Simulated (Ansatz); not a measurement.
**AsH3MgO (SMILES O[AsH][MgH]): single points off equilibrium**

A test off equilibrium: a structure displaced at random from a GFN2-xTB minimum is computed at several levels, and each is set against CCSD(T).

Method: single points in def2-TZVPP; program: Ansatz 0.2.0, Gaussian basis.

Correlated methods freeze the cores. Filled d shells of the heavier atoms are correlated. The outer core shell of Li, Na, Mg and K is correlated.

### Step 1. The starting structure

SMILES `O[AsH][MgH]`, 6 atoms, charge 0, spin multiplicity 1.

Atoms are counted from 1 here; the program's logs count them from 0.

Bond lengths: O1–As2 1.904 Å, O1–H4 0.953 Å, As2–Mg3 2.419 Å, As2–H5 1.516 Å, Mg3–H6 1.752 Å. Angles: As2–O1–H4 109.9°, O1–As2–Mg3 81.1°, O1–As2–H5 94.8°, Mg3–As2–H5 91.6°, As2–Mg3–H6 115.6°.

As a file:

```mol
AsH3MgO
  3D, bonds by distance, orders not assigned

  6  5  0  0  0  0  0  0  0  0999 V2000
   -1.0004   -0.8583   -0.4135 O   0  0
    0.5020   -0.2316   -1.4019 As  0  0
    1.3244    0.1843    0.8350 Mg  0  0
   -0.9713   -0.5126    0.4744 H   0  0
   -0.0100    1.1904   -1.5249 H   0  0
    0.1206    0.1284    2.1061 H   0  0
  1  2  8  0
  1  4  8  0
  2  3  8  0
  2  5  8  0
  3  6  8  0
M  END
```

### Step 2. CCSD(T)/def2-TZVPP

Input file run/in.yaml:

```yaml
crystal:
  periodic: [false, false, false]
  atoms:
    - {symbol: O, position_ang: [-1.000400, -0.858300, -0.413500]}
    - {symbol: As, position_ang: [0.502000, -0.231600, -1.401900]}
    - {symbol: Mg, position_ang: [1.324400, 0.184300, 0.835000]}
    - {symbol: H, position_ang: [-0.971300, -0.512600, 0.474400]}
    - {symbol: H, position_ang: [-0.010000, 1.190400, -1.524900]}
    - {symbol: H, position_ang: [0.120600, 0.128400, 2.106100]}
basis:
  gaussian: {orbitals: def2-TZVPP}
correlation: {method: ccsd_t}
output: {forces: true}
```

The command line of these runs was not kept.

### Step 3. PBE0-D4/def2-TZVPP

run/in.yaml: that of step 2 with these lines changed.

```diff
@@ -11,3 +11,3 @@
   gaussian: {orbitals: def2-TZVPP}
-correlation: {method: ccsd_t}
-output: {forces: true}
+hamiltonian: {xc: pbe0, dispersion: d4}
+output: {forces: true, orbitals: {seedname: orbitals}}
```

### Step 4. wB97M-V/def2-TZVPP

run/in.yaml: that of step 3 with these lines changed.

```diff
@@ -11,3 +11,3 @@
   gaussian: {orbitals: def2-TZVPP}
-hamiltonian: {xc: pbe0, dispersion: d4}
-output: {forces: true, orbitals: {seedname: orbitals}}
+hamiltonian: {xc: {name: wB97M-V}}
+output: {forces: true}
```

### Step 5. r2SCAN-D4/def2-TZVPP

run/in.yaml: that of step 4 with these lines changed.

```diff
@@ -11,3 +11,3 @@
   gaussian: {orbitals: def2-TZVPP}
-hamiltonian: {xc: {name: wB97M-V}}
+hamiltonian: {xc: r2scan, dispersion: d4}
 output: {forces: true}
```

### Step 6. PBE-D4/def2-TZVPP

run/in.yaml: that of step 5 with these lines changed.

```diff
@@ -11,3 +11,3 @@
   gaussian: {orbitals: def2-TZVPP}
-hamiltonian: {xc: r2scan, dispersion: d4}
+hamiltonian: {xc: pbe, dispersion: d4}
 output: {forces: true}
```

### Step 7. BLYP-D4/def2-TZVPP

run/in.yaml: that of step 6 with these lines changed.

```diff
@@ -11,3 +11,3 @@
   gaussian: {orbitals: def2-TZVPP}
-hamiltonian: {xc: pbe, dispersion: d4}
+hamiltonian: {xc: {name: BLYP}, dispersion: d4}
 output: {forces: true}
```

### Step 8. SPW92/def2-TZVPP

run/in.yaml: that of step 7 with these lines changed.

```diff
@@ -11,3 +11,3 @@
   gaussian: {orbitals: def2-TZVPP}
-hamiltonian: {xc: {name: BLYP}, dispersion: d4}
+hamiltonian: {xc: lda}
 output: {forces: true}
```

(Steps that only read results are left out.)

Before running it: what results should come out? Wanted: energy less free atoms, CCSD(T)/def2-TZVPP; RMS force component; RMS force error; HOMO and LUMO, PBE0-D4; T1 diagnostic.

The runs gave:

```
                                  quantity                                                                                         value
energy less free atoms, CCSD(T)/def2-TZVPP                                                                               -310.2 kcal/mol
                       RMS force component                                                          0.632 to 0.819 eV/Å over the methods
                           RMS force error  PBE0-D4 0.081, wB97M-V 0.071, r2SCAN-D4 0.072, PBE-D4 0.266, BLYP-D4 0.308, SPW92 0.319 eV/Å
                    HOMO and LUMO, PBE0-D4                                                                            -6.37 and -2.26 eV
                             T1 diagnostic                                                                                         0.013
```

Against CCSD(T) the functionals' energies less atoms differ by -79.1 to -8.3 kcal/mol, PBE-D4 by -22.6 kcal/mol. The reference is not at the basis limit: in triple zeta CCSD(T) underbinds, which counts against methods that bind more; the gaps are no ranking. On forces the order runs from wB97M-V to SPW92. Frozen-core CCSD(T) forces in triple zeta carry basis errors of their own, and this is one geometry, so small gaps rank nothing.
